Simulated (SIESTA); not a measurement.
Wanted: the native input for a SIESTA 5.4.2 run.

| Quantity | Value |
| --- | --- |
| Task | single point |
| Functional | PBEsol |
| Potentials or basis | PseudoDojo 0.4 standard (PBEsol files) |
| Basis | DZP (energy shift 0.003 Ry; two zetas on semicore shells) |
| Grid cutoff | 800 Ry |
| Energy shift | 0.003 Ry |
| k mesh | 11 × 11 × 5 |
| Occupations | fermi-dirac, width 0.05 eV |
| Spin | collinear spin, ferromagnetic start |
| Starting moments | [2.0, 2.0, 0.0, 0.0, 0.0] μB |

The system is V2N3.

```
V N
1.0
     2.81802    0.00000    0.00000
    -1.40901    2.44048    0.00000
     0.00000    0.00000    6.25706
V N
2 3
Direct
  0.33333 0.66667 0.69837
  0.66667 0.33333 0.30163
  0.00000 0.00000 0.89306
  0.00000 0.00000 0.10694
  0.00000 0.00000 0.50000
```

The cell comes from a database or a generator and needn't be the stable form of this composition.

These files were run (other wordings do the same):

V2N3.fdf

```
SystemName                      V2N3
SystemLabel                     V2N3
NumberOfSpecies                 2
NumberOfAtoms                   5
%block ChemicalSpeciesLabel
  1  23 V
  2   7 N
%endblock ChemicalSpeciesLabel

LatticeConstant                 1.0 Ang
%block LatticeVectors
     2.8180178473     0.0000000000     0.0000000000
    -1.4090089237     2.4404750441     0.0000000000
     0.0000000000     0.0000000000     6.2570650000
%endblock LatticeVectors
AtomicCoordinatesFormat         Fractional
%block AtomicCoordinatesAndAtomicSpecies
     0.3333333333     0.6666666667     0.6983710000  1  V
     0.6666666667     0.3333333333     0.3016290000  1  V
     0.0000000000     0.0000000000     0.8930590000  2  N
     0.0000000000     0.0000000000     0.1069410000  2  N
     0.0000000000     0.0000000000     0.5000000000  2  N
%endblock AtomicCoordinatesAndAtomicSpecies

%block kgrid.MonkhorstPack
   11   0   0  0.0
    0  11   0  0.0
    0   0   5  0.0
%endblock kgrid.MonkhorstPack
XC.Functional                   GGA
XC.Authors                      PBEsol
PAO.BasisSize                   DZP
PAO.EnergyShift                 0.003 Ry
Mesh.Cutoff                     800 Ry
Spin                            polarized
%block DM.InitSpin
    1   2.000
    2   2.000
    3   0.000
    4   0.000
    5   0.000
%endblock DM.InitSpin
OccupationFunction              FD
ElectronicTemperature           0.05 eV
MaxSCFIterations                200
SCF.MustConverge                false
SCF.Mixer.Method                Pulay
SCF.Mixer.Weight                0.1
SCF.Mixer.History               10
SCF.DM.Tolerance                5.0e-05
SCF.H.Tolerance                 1.0e-03 eV
WriteForces                     true
Charge.Mulliken                 end
%block PAO.Basis
  V 5
  n=3 0 2
    2.997 0.000
  n=4 0 2
    8.412 0.000
  n=3 1 2
    3.380 0.000
  n=4 1 1
    8.412
  n=3 2 2
    5.772 0.000
%endblock PAO.Basis
```

Potentials or basis: PseudoDojo 0.4 standard (PBEsol files), DZP (energy shift 0.003 Ry; two zetas on semicore shells).

Launch:

```sh
$ siesta < V2N3.fdf > V2N3.out 2>&1
```

Results of the run:

The pressure is -6.2 GPa and the largest force is 0.787 eV/Å. The band gap on the k mesh is none (metal or under the smearing width). The net moment is 0.00 μB per cell.

Caveat: the basis of atomic orbitals isn't converged, which shifts pressures, moduli and gaps.

Wall time 7.5 min on 1 thread of Arm Neoverse V2 (shared host), peak memory 0.48 GiB.
